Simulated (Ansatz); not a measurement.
# triplet SnNH3S2 at 6 levels

Aim: a comparison of 6 runs (UHF/3-21G, UHF/def2-SVP, U-r2SCAN/def2-SVP, U-wB97X/def2-SVP, UBLYP/def2-SVP, UCCSD(T)/def2-SVP) of triplet SnNH3S2. 

The calculation is run with Ansatz 0.2.0.

38 further runs of the same task are left out: 38 set aside as unsound or not needed.

**1. The structure to begin with**

SnNH3S2: 7 atoms, total charge 0, spin state triplet. SMILES of the parent species: `[NH2][SnH]1[S][S]1`. Geometry: relaxed at PBE0-D4/def2-TZVP. This is one conformer, not always the lowest. That shape belongs to the parent species and isn't relaxed for this state.

Bond lengths: N1–Sn2 2.003 Å, Sn2–S3 2.358 Å, Sn2–S4 2.376 Å, S3–S4 2.178 Å, N1–H5 1.012 Å, N1–H6 1.012 Å, Sn2–H7 1.690 Å. Some angles: N1–Sn2–S3 115.2°, N1–Sn2–S4 120.4°, S3–Sn2–S4 54.8°, Sn2–S3–S4 63.0°, Sn2–S4–S3 62.2°, N1–Sn2–H7 112.0°, S3–Sn2–H7 122.2°, S4–Sn2–H7 121.1°, Sn2–N1–H5 114.3°, Sn2–N1–H6 112.7°.

**2. The energy at UHF/3-21G (run 1)**

Contents of job.yaml:

```yaml
crystal:
  periodic: [false, false, false]
  atoms:
    - {symbol: "N", position_ang: [-0.858900, 1.180400, 0.033200]}
    - {symbol: Sn, position_ang: [0.658800, -0.125900, 0.009600]}
    - {symbol: S, position_ang: [0.436900, -1.947300, 1.490200]}
    - {symbol: S, position_ang: [0.292300, -2.381600, -0.639300]}
    - {symbol: H, position_ang: [-0.847300, 1.845800, -0.729000]}
    - {symbol: H, position_ang: [-1.763700, 0.727200, 0.057900]}
    - {symbol: H, position_ang: [2.143100, 0.633400, -0.268300]}
basis:
  gaussian: {orbitals: 3-21G-spherical.json}
magnetization: {spin_polarized: true, initial_magnetization: 2}
hamiltonian: {xc: hf}
accuracy: high
output: {orbitals: {seedname: orbitals}}
```

The basis set 3-21G is read from a file made from the Basis Set Exchange's data (not shown).

Command:

```sh
$ ansatz run job.yaml --threads 1 --pin off --max-ram 2610MiB --events-out events.jsonl --progress --plain --runs-dir runs
```

What it wrote:

```text
Warning: RAYON_NUM_THREADS=1 ignored (pool sized by the plan → 1); use --threads N
Functional definition: HF
  name "HF"
  exchange = exact_x
  correlation = 0
1614 factors; integrals over basis functions are off by at most 1.0e-8 eV
mean field evaluation 1: about -186210.4868 eV, gradient 2.0e1 eV
mean field evaluation 2: about -186210.8779 eV, gradient 2.0e1 eV
mean field evaluation 4: about -186213.0948 eV, gradient 1.8e0 eV
mean field evaluation 8: about -186213.1374 eV, gradient 3.5e-1 eV
mean field evaluation 16: about -186213.1429 eV, gradient 1.2e-5 eV
mean field evaluation 32: about -186213.1333 eV, gradient 2.1e-1 eV
mean field evaluation 64: about -186212.5625 eV, gradient 2.5e0 eV
mean field evaluation 96: about -186212.1712 eV, gradient 4.8e0 eV
mean field evaluation 128: about -186211.0366 eV, gradient 5.3e0 eV
mean field evaluation 160: about -186205.6071 eV, gradient 6.4e0 eV
mean field -186213.14285500 eV, -6843.2067801195 hartree, gradient 3.3e-8 eV, S^2 2.041826; 1 other end points of the search recorded, 0 dependent functions left out
reference -186213.14285500 eV, -6843.2067801195 hartree; 47, 45 occupied and 25, 27 virtual orbitals, 1614 factors
Total energy: -186213.14285500 eV, -6843.2067801195 hartree
```

Wall time 13 s (1 thread of Arm Neoverse V1, shared host); peak memory 0.54 GiB.

**3. The energy at UHF/def2-SVP (core potential) (run 2)**

Contents of in.yaml:

```yaml
crystal:
  periodic: [false, false, false]
  atoms:
    - {symbol: N, position_ang: [-0.858900, 1.180400, 0.033200]}
    - {symbol: Sn, position_ang: [0.658800, -0.125900, 0.009600]}
    - {symbol: S, position_ang: [0.436900, -1.947300, 1.490200]}
    - {symbol: S, position_ang: [0.292300, -2.381600, -0.639300]}
    - {symbol: H, position_ang: [-0.847300, 1.845800, -0.729000]}
    - {symbol: H, position_ang: [-1.763700, 0.727200, 0.057900]}
    - {symbol: H, position_ang: [2.143100, 0.633400, -0.268300]}
basis:
  gaussian:
    orbitals: def2-SVP
total_charge: 0
magnetization:
  spin_polarized: true
  initial_magnetization: 2
hamiltonian:
  xc: hf
accuracy: high
output: {orbitals: {seedname: orbitals}}
```

Command:

```sh
$ ansatz run in.yaml --threads 1 --pin off --max-ram 2610MiB --events-out events.jsonl --progress --plain --runs-dir runs
```

What it wrote:

```text
Warning: RAYON_NUM_THREADS=1 ignored (pool sized by the plan → 1); use --threads N
Functional definition: HF
  name "HF"
  exchange = exact_x
  correlation = 0
2063 factors; integrals over basis functions are off by at most 3.8e-9 eV
mean field evaluation 1: about -28955.5995 eV, gradient 2.3e1 eV
mean field evaluation 2: about -28955.8690 eV, gradient 2.3e1 eV
mean field evaluation 4: about -28958.6957 eV, gradient 2.1e0 eV
mean field evaluation 8: about -28958.7557 eV, gradient 3.8e-1 eV
mean field evaluation 16: about -28958.7615 eV, gradient 6.0e-6 eV
mean field evaluation 32: about -28958.7505 eV, gradient 2.7e-1 eV
mean field evaluation 64: about -28958.3963 eV, gradient 1.9e0 eV
mean field evaluation 96: about -28957.5125 eV, gradient 7.1e-1 eV
mean field evaluation 128: about -28956.1886 eV, gradient 3.6e0 eV
mean field -28958.76151431 eV, -1064.2148566972 hartree, gradient 2.5e-8 eV, S^2 2.050515; 1 other end points of the search recorded, 0 dependent functions left out
reference -28958.76151431 eV, -1064.2148566972 hartree; 33, 31 occupied and 58, 60 virtual orbitals, 2063 factors
Total energy: -28958.76151431 eV, -1064.2148566972 hartree
```

Run time: 20 s. Hardware: 1 thread of Arm Neoverse V1, shared host; peak memory 0.45 GiB.

Runs 3 to 5 aren't shown in full; the table further down has their settings and results.

**4. A single-point energy at UCCSD(T)/def2-SVP (core potential) (run 6)**

Contents of run.yaml:

```yaml
crystal:
  periodic: [false, false, false]
  atoms:
    - {symbol: N, position_ang: [-0.858900, 1.180400, 0.033200]}
    - {symbol: Sn, position_ang: [0.658800, -0.125900, 0.009600]}
    - {symbol: S, position_ang: [0.436900, -1.947300, 1.490200]}
    - {symbol: S, position_ang: [0.292300, -2.381600, -0.639300]}
    - {symbol: H, position_ang: [-0.847300, 1.845800, -0.729000]}
    - {symbol: H, position_ang: [-1.763700, 0.727200, 0.057900]}
    - {symbol: H, position_ang: [2.143100, 0.633400, -0.268300]}
basis:
  gaussian: {orbitals: def2-SVP}
magnetization: {spin_polarized: true, initial_magnetization: 2}
correlation: {method: ccsd_t, frozen_orbitals: {H: 0, "N": 1, S: 5, Sn: 4}}
accuracy: high
scf: {omitted_lower_state_checks: [cluster_reference, increment]}
```

Command:

```sh
$ ansatz run run.yaml --threads 1 --pin off --max-ram 2610MiB --events-out events.jsonl --progress --plain --runs-dir runs
```

What it wrote:

```text
Warning: RAYON_NUM_THREADS=1 ignored (pool sized by the plan → 1); use --threads N
[... 14 lines left out ...]
15 core orbitals not correlated: weight in the atoms' cores, before any rotation towards them, 1.000 or more for the frozen orbitals, at most 0.000 for the correlated occupied ones
[... 38 lines left out ...]
Total energy: -28974.76756258 eV, -1064.8030681221 hartree
Checks for a lower state left out: cluster_reference, increment
```

Wall time 2.9 min (1 thread of Arm Neoverse V1, shared host); peak memory 1 GiB.

**5. Overview of the runs**

```csv
run,level,core potential,frozen core orbitals,energy (Eh),HOMO energy (eV),⟨S²⟩,wall time
1,UHF/3-21G,none,–,-6843.206780,-6.87,2.042,13 s
2,UHF/def2-SVP (core potential),def2-SVP,–,-1064.214857,-6.35,2.051,20 s
3,U-r2SCAN/def2-SVP (core potential),def2-SVP,–,-1066.861781,-2.60,2.015,50 s
4,U-wB97X/def2-SVP (core potential),def2-SVP,–,-1066.869690,-5.65,2.016,1.8 min
5,UBLYP/def2-SVP (core potential),def2-SVP,–,-1066.776529,-2.08,2.006,46 s
6,UCCSD(T)/def2-SVP (core potential),def2-SVP,15,-1064.803068,–,2.051,2.9 min
```

**6. Summary of results**

| quantity | value |
| --- | --- |
| run 6: total energy | -1064.80307 Eh |
| run 6: correlation energy (15 core orbitals frozen) | -588.2 mEh |
| run 6: (T) correction | -21.13 mEh |
| run 6: ⟨S²⟩ of the reference determinant | 2.051 |
| run 6: T1 diagnostic | 0.016 |

What this shows: Totals of different functionals can't be ranked against each other. Some runs of one species differ in core potentials or relativity; totals across that change don't compare. In run 1 relativity is left out where basis or elements ask for it. All runs together took 6.9 min, the longest 2.9 min.
